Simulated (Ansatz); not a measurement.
# BiSb (zincblende type): how the settings move a single-point run

Aim: see which settings change the result for BiSb (zincblende type), by how much, and at what cost.

Program: Ansatz 0.2.0. Level of theory: reference: DFT, PBEsol, PAW with Ansatz's default frozen-core files, scalar-relativistic. These are calculated values, not measurements.

1 further run of the same task is left out (it didn't finish). Runs told in other sessions of the task aren't counted.

## 1. The starting structure

The structure is cubic, space group F-43m (No. 216). The conventional cell has a = 6.408 Å, b = 6.408 Å, c = 6.408 Å, α = 90.00°, β = 90.00°, γ = 90.00°. Bi (site symmetry -43m) has 4 Sb at 2.77 Å in its first shell of neighbours. Around Sb (site symmetry -43m) lie 4 Bi at 2.77 Å.

As a file:

```cif
data_structure
_symmetry_space_group_name_H-M 'P 1'
_symmetry_Int_Tables_number 1
_cell_length_a 4.5313
_cell_length_b 4.5313
_cell_length_c 4.5313
_cell_angle_alpha 60.000
_cell_angle_beta 60.000
_cell_angle_gamma 60.000
_cell_volume 65.79
loop_
_atom_site_label
_atom_site_type_symbol
_atom_site_fract_x
_atom_site_fract_y
_atom_site_fract_z
_atom_site_occupancy
Bi1 Bi 0.00000 0.00000 0.00000 1
Sb1 Sb 0.25000 0.25000 0.25000 1
```

## 2. Baseline

File input.yaml:

```yaml
crystal:
  lattice:
    - [0.0, 3.2041440552, 3.2041440552]
    - [3.2041440552, 0.0, 3.2041440552]
    - [3.2041440552, 3.2041440552, 0.0]
  atoms:
    - { symbol: Bi, position: [0.0, 0.0, 0.0] }
    - { symbol: Sb, position: [0.25, 0.25, 0.25] }
kpoints:
  mp_grid: { grid: [12, 12, 12] }
scf:
  occupations: { method: fermi_dirac, width: 0.08 }
hamiltonian:
  xc: pbesol
  pseudopotentials: { kind: paw }
output:
  forces: true
  stress: true
  eigenvalues: true
  populations: true
```

Run with:

```
$ ansatz run input.yaml --threads 1 --pin off --max-ram 2048MiB --backend cpu --events-out ev --progress --plain --runs-dir out
```

## 3. Changing settings: chi_scale 0.3, xc_grid 1

Edit input.yaml of step 2 so:

```diff
@@ -12,2 +12,3 @@
   occupations: { method: fermi_dirac, width: 0.08 }
+  initial_density: { chi_scale: 0.3 }
 hamiltonian:
@@ -20 +21,7 @@
   populations: true
+  write_density: true
+  write_potential: true
+  elf: true
+  volumetric_format: npy
+basis:
+  xc_grid: 1
```

Before running it: what results should come out? Wanted: for each run, ending; energy change; pressure; gap; force.

**Answer**, as computed:

| run | ending | energy change | pressure (GPa) | gap (eV) | force (eV/Å) | cycles | time |
| --- | --- | --- | --- | --- | --- | --- | --- |
| reference | converged | 0 | 16.8 | 0.00 | 0.00 | 8 | 11 s |
| 1: chi_scale 0.3, xc_grid 1 | converged | 0.0 meV/atom | 16.8 | 0.00 | 0.00 | 8 | 12 s |

Times don't compare one to one where runs were asked for different outputs or read a saved state (see the inputs); cycles may leave out searches for a lower state.

Residual by cycle in the longest SCF loop of each run; runs are numbered as in the table. The quantity is the density residual dr2, in eV.

| cycle | reference | run 1 |
| --- | --- | --- |
| 1 | 0.00291 | 0.163 |
| 2 | 0.00113 | 0.0752 |
| 3 | 2.0e-4 | 0.00319 |
| 4 | 6.5e-5 | 4.3e-4 |
| 5 | 1.6e-5 | 3.0e-5 |
| 6 | 2.4e-6 | 1.7e-6 |
| 7 | 3.4e-7 | 1.5e-7 |
| 8 | 3.3e-9 | 2.0e-8 |

**Reading.** Changing the start and numerical grids leaves the energy as it was (0.0 meV/atom). Semilocal functionals close small gaps, and spin-orbit coupling, left out here, moves these band edges, so the missing gap need not be the real solid's. The structure is not at rest: the sound run finds 17 GPa, so these are no properties of the relaxed crystal. 
